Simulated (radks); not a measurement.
# Ba⁴⁺ in [Kr] 4d10 5s2 5p4: an all-electron calculation

Aim: the levels, the sizes of the orbitals and the parts of the energy of the barium ion Ba4+.

Method: scalar-relativistic Kohn-Sham, XLYP, spin-unpolarised, spherical densities, finite nucleus. Code: radks (a radial shooting solver on a logarithmic mesh, Libxc functionals) version 1.

## Step 1: What is computed

- element: barium (Z = 56)
- charge: +4
- electrons: 52
- configuration: [Kr] 4d10 5s2 5p4
- nuclear rms radius: 4.8378 fm

The outer shells:

Ba⁴⁺
```
[Kr] core
4d [↑↓][↑↓][↑↓][↑↓][↑↓]
5s [↑↓]
5p [↑↓][↑ ][↑ ]
```

## Step 2: The calculation

Input:

```text
Z 56
configuration [Kr] 4d10 5s2 5p4
relativity scalar-relativistic
functional xlyp
spin unpolarised
nucleus finite rms 4.8378 fm
c 137.035999084
```

Started as:

```bash
python run_ks.py task.json out
```

This one command runs every case of the session in turn.

**Question.** What will this run give?

**Answer**, as computed:

| quantity | value |
| --- | --- |
| total energy | -8132.9283 hartree |
| exchange-correlation share of it | 2.43 % |
| −T/E | 1.0557 |
| highest occupied level | 5p, -53.810 eV |
| most extended occupied level | 5p, <r> = 1.78 bohr |
| radius at density 0.001 e/bohr³ | 3.41 bohr |
| maxima of the radial density | 4 |
| ionisation energy, NIST | 58 (theory) eV |

What this shows: The radial density shows 4 maxima for 5 occupied principal shells; where shells overlap, one shows as a shoulder or not at all. Relativity lifts −T/E to 1.056. The top level binds by 53.810 eV, 93 % of the NIST ionisation energy of 58 eV. Spin polarisation and multiplet splitting are left out. Spin-orbit splitting is averaged out at the scalar-relativistic level.
